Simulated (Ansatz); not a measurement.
Here is an Ansatz 0.2.0 calculation.

Contents of input.yaml:

```yaml
crystal:
  lattice:
    - [1.5718551461, 0.9075109917, 5.1016196719]
    - [-1.5718551461, 0.9075109917, 5.1016196719]
    - [0.0, -1.8150219835, 5.1016196719]
  atoms:
    - { symbol: W, position: [0.0, 0.0, 0.0] }
    - { symbol: Ta, position: [0.5, 0.5, 0.5] }
    - { symbol: C, position: [0.250933, 0.250933, 0.250933] }
    - { symbol: C, position: [0.749067, 0.749067, 0.749067] }
hamiltonian:
  xc: pbesol
  pseudopotentials: { kind: paw }
  hubbard:
    sites: [{ species: Ta, l: d, u_eff: 2.0 }, { species: W, l: d, u_eff: 2.0 }]
kpoints:
  mp_grid: { grid: [10, 10, 10] }
scf:
  occupations: { method: fermi_dirac, width: 0.05 }
output:
  forces: true
  stress: true
  eigenvalues: true
relax:
  f_tol: 0.01
  max_steps: 40
  cell: { stress_tol: 0.05 }
```

Potentials or basis: Ansatz PAW.

Launch:

```sh
$ ansatz run input.yaml --threads 2 --pin off --max-ram 5632MiB --backend cpu --events-out ev --progress --plain --runs-dir out
```

(1) Predict the space group after relaxing (to 0.05 Å).

(2) Predict the band gap on the k mesh.

(3) Predict the relaxed cell.

(4) Predict the relaxed volume.

Results:

(1) R-3m (No. 166).

(2) none (metal or under the smearing width).

(3) a = 5.363 Å, b = 5.363 Å, c = 5.363 Å, α = 33.76°, β = 33.76°, γ = 33.76°.

(4) 10.61 Å³/atom.

Caveat: the pressure holds a Pulay correction of +0.3 GPa for the finite cutoff; U without spin polarisation on a metal has little footing; the PAW data sets come from PBE, with cores solved anew for the run's functional, which leaves a small shift of forces and pressure; the U is typed as a test and isn't derived for this compound.
